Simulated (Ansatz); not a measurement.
# ZrH2 (singlet): the correlation ladder at angle H2–Zr1–H3 = 158.2°, def2-SVP

One table from this session's results is given with a row withheld; the runs are named, their logs left out.

Program: Ansatz 0.2.0, Gaussian basis. Level of theory: def2-SVP, core rule «outside noble gas», up to 4 orbitals frozen. These are calculated values, not measurements.

To be run: UHF; CCSD(T) on RHF; CCSD(T) on UHF; CISD; CCSDT(Q) on RHF; CCSDT(Q) on UHF; CASSCF and MRCISD+Q, 2 electrons in 2 orbitals; CASSCF and NEVPT2, 2 electrons in 2 orbitals; Full CI.

21 further runs of the same task are left out: 14 for a known fault of the program, 5 that didn't finish, 2 set aside as unsound or not needed.

### What is computed

The geometry derives from a PBE0/def2-TZVP stationary point (not a proven minimum). One angle is set to the value named; bond lengths are kept. No spin-orbit coupling is included. Elements past krypton take def2 core potentials.

3 atoms, charge 0, spin multiplicity 1.

Atoms are counted from 1 here; the program's logs count them from 0.

Bond lengths: Zr1–H2 1.929 Å, Zr1–H3 1.929 Å. Angles: H2–Zr1–H3 158.2°.

As a file:

```xyz
3
H2Zr
Zr   -0.0079    0.0000    0.0000
H     0.3568    0.0000   -1.8940
H     0.3568    0.0000    1.8940
```

The first run:

in.yaml reads:

```yaml
crystal:
  periodic: [false, false, false]
  atoms:
    - {symbol: Zr, position_ang: [-0.007886, 0.000000, 0.000000]}
    - {symbol: H, position_ang: [0.356842, 0.000000, -1.894002]}
    - {symbol: H, position_ang: [0.356842, 0.000000, 1.894002]}
basis:
  gaussian: {orbitals: def2-SVP}
magnetization: {spin_polarized: true, initial_magnetization: 0}
hamiltonian: {xc: hf}
output: {orbitals: {seedname: orbitals}}
```

Command:

```
ansatz run in.yaml --threads 1 --pin off --events-out ev --progress --plain --max-ram 2393MiB
```

Among the steps run: UHF; CCSD(T) on RHF; CCSD(T) on UHF; CISD; CCSDT(Q) on RHF; CCSDT(Q) on UHF; CASSCF and MRCISD+Q, 2 electrons in 2 orbitals; CASSCF and NEVPT2, 2 electrons in 2 orbitals; Full CI.

One table of the session follows, with a row left open; its other results are not shown here.

| method | from FCI (meV) |
| --- | --- |
| RHF | +3158.4 |
| RMP2 | +1072.4 |
| CISD | ? |
| RCCSD | +189.9 |
| RCCSD(T) | +59.8 |
| RCCSDT | +4.3 |
| RCCSDT(Q) | -3.0 |
| FCI | 0 |

Estimate the missing values for CISD.

The run gave: from FCI (meV): +447.2. In the column «from FCI (meV)» it lies between RCCSD (+189.9) and RMP2 (+1072.4).

Not comparable, so not listed: CASSCF and MRCISD+Q, 2 electrons in 2 orbitals (they don't share determinant, frozen orbitals or solution with the rows shown, or repeat one).

Left out of the table: CASSCF pair, NEVPT2 pair (the active space lost an orbital or holds another state than full CI finds).

Caveats from the session: Left out of the table: UHF, UMP2, UCCSD, UCCSD(T), UCCSDT, UCCSDT(Q) (another determinant or state than the rows shown). RCCSDT(Q) falls below full CI, which methods that aren't variational can do. Warnings in the runs' records: passed over end.
